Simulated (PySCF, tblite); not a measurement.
# C₄H₆FO₂ radical: geometry, infrared bands and EPR parameters

Aim: predict the infrared bands and EPR parameters of C₄H₆FO₂ radical (`CO/[C]=C(/F)OC`).

Computed with tblite 0.8.0 and PySCF 2.14.0, with density-fitted response routines of our own, on a single molecule in the gas phase. Atoms count from 0, in the outputs and in this text.

## (1) The starting structure

13 atoms, charge 0, multiplicity 2; geometry from: force field or distance geometry start.

Bonds of the start (Å): C0–O1 1.44, O1–C2 1.32, C2–C3 1.31, C3–F4 1.33, C3–O5 1.38, O5–C6 1.42, C0–H7 1.10, C0–H8 1.09, C0–H9 1.08, C6–H10 1.10, C6–H11 1.10, C6–H12 1.08.

## (2) Relaxing the molecule with GFN2-xTB

Job settings and geometry (Å):

```
{"job": {"kind": "relax", "xc": "GFN2-xTB", "basis": "xTB"}, "charge": 0, "multiplicity": 2}
C      1.505700     0.649900     2.001200
O      1.070000     1.644000     1.060400
C      0.356300     1.076000     0.106100
C     -0.361600     0.541000    -0.846500
F     -0.873300     1.276400    -1.832100
O     -0.559300    -0.826000    -0.755900
C     -1.342500    -1.285000    -1.846400
H      0.642200     0.177700     2.485300
H      2.094000     1.143800     2.779200
H      2.124300    -0.100800     1.520600
H     -1.473400    -2.371100    -1.735700
H     -2.339900    -0.828500    -1.830300
H     -0.846900    -1.097000    -2.788100
```

Command:

```sh
> OMP_NUM_THREADS=1 python probes_run.py task.json out
```

One launch serves the whole session: the jobs run in the order shown.

**Question.** This job is followed by: GFN2-xTB harmonic vibrations, gas phase; UKS B3LYP, pcH-1 on C F H O, non-relativistic, mean-field spin-orbit, GIAO. Predict these results of the whole session: strongest single infrared mode (GFN2-xTB); zero-point energy (GFN2-xTB); g(iso) (B3LYP); ⟨S²⟩; largest a(iso) (averaged by class); surface potential, 1st and 99th percentile.

As calculated:

| quantity | value |
| --- | --- |
| strongest single infrared mode (GFN2-xTB) | 1210 cm⁻¹, 359 km/mol |
| zero-point energy (GFN2-xTB) | 58.4 kcal/mol |
| g(iso) (B3LYP) | 2.00322 |
| ⟨S²⟩ | 0.754 (exact 0.75) |
| largest a(iso) (averaged by class) | 13C on C2, 375.4 MHz |
| surface potential, 1st and 99th percentile | -1.18 V and 1.07 V |

In words: The optimisation took 99 steps and gained 0.775 eV; among the close pairs (by a distance rule), C3–F4 changed most, from 1.332 to 1.357 Å. No mode is imaginary among the 33: a minimum at this level. The strongest single mode, at 1210 cm⁻¹, is spread over several atoms, O1, C3, C2 among them. Unscaled tight-binding wavenumbers are off by several per cent, some by more. Its intensities can rank the bands wrongly. Most of the unpaired spin sits on C2 (0.75 e). The isotropic g lies 0.9 ppt above the free-electron value.
